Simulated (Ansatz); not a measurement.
# The zirconium atom (triplet): the correlation ladder, def2-TZVP

Aim: climb from Hartree-Fock through coupled cluster and multireference methods for the zirconium atom (triplet) at one geometry and basis, and see what each rung misses.

The runs use Ansatz 0.2.0, Gaussian basis; def2-TZVP, core rule «outside noble gas», up to 4 orbitals frozen.

The runs, in order: CCSD(T) on UHF; CISD; CCSDT(Q) on ROHF; CCSDT(Q) on UHF; CASSCF and MRCISD+Q, 4 electrons in 6 orbitals; CASSCF and MRCISD+Q(relaxed), 4 electrons in 6 orbitals; CASSCF and NEVPT4(SD), 4 electrons in 6 orbitals; CASSCF and NEVPT2, 4 electrons in 6 orbitals; Full CI.

1 further run of the same task is left out (set aside as unsound or not needed).

## (1) The atom

A free atom, in its lowest state of this spin that the program finds. No spin-orbit coupling is included. Elements past krypton take def2 core potentials.

1 atom, charge 0, spin multiplicity 3.

## (2) CCSD(T) on UHF

Contents of in.yaml:

```yaml
crystal:
  periodic: [false, false, false]
  atoms:
    - {symbol: Zr, position_ang: [0.000000, 0.000000, 0.000000]}
basis:
  gaussian: {orbitals: def2-TZVP}
magnetization: {spin_polarized: true, initial_magnetization: 2}
correlation: {method: ccsd_t, electrons: outside_noble_gas}
```

The run is started by

```console
ansatz run in.yaml --threads 1 --pin off --events-out ev --progress --plain --max-ram 3916MiB
```

Further steps of the session: CISD; CCSDT(Q) on ROHF; CCSDT(Q) on UHF; CASSCF and MRCISD+Q, 4 electrons in 6 orbitals; CASSCF and MRCISD+Q(relaxed), 4 electrons in 6 orbitals; CASSCF and NEVPT4(SD), 4 electrons in 6 orbitals; CASSCF and NEVPT2, 4 electrons in 6 orbitals; Full CI.

**Question.** What will the summary of the whole plan be? Wanted: FCI below the UHF energy; UMP2 from FCI; UCCSD(T) from FCI; UCCSDT(Q) from FCI; NEVPT2 valence from FCI; NEVPT4(SD) valence from FCI; MRCISD+Q valence from FCI; effectively unpaired electrons.

As calculated:

| quantity | value |
| --- | --- |
| FCI below the UHF energy | -1.4381 eV |
| UMP2 from FCI | +37.4 kJ/mol |
| UCCSD(T) from FCI | -4.6 kJ/mol |
| UCCSDT(Q) from FCI | -7.7 kJ/mol |
| NEVPT2 valence from FCI | +57.7 kJ/mol |
| NEVPT4(SD) valence from FCI | +18.5 kJ/mol |
| MRCISD+Q valence from FCI | -3.8 kJ/mol |
| levels within 1 kcal/mol (43 meV) | UCCSD, MRCISD+Q valence |
| effectively unpaired electrons | 2.14 |

UCCSD(T) misses by -4.6 kJ/mol, 3.3 % of the correlation energy. UCCSD(T), UCCSDT, UCCSDT(Q), MRCISD+Q valence, MRCISD+Q(relaxed) valence fall below full CI: unrestricted runs freeze a spin-polarised core, another one than full CI's, and coupled cluster isn't variational. One determinant dominates. Of the multireference levels listed MRCISD+Q valence comes nearest in total energy (-3.8 kJ/mol), which doesn't show that its space is the better one. These misses are within one basis, not against nature; the frozen cores of restricted and unrestricted runs differ, which can shift their rows.
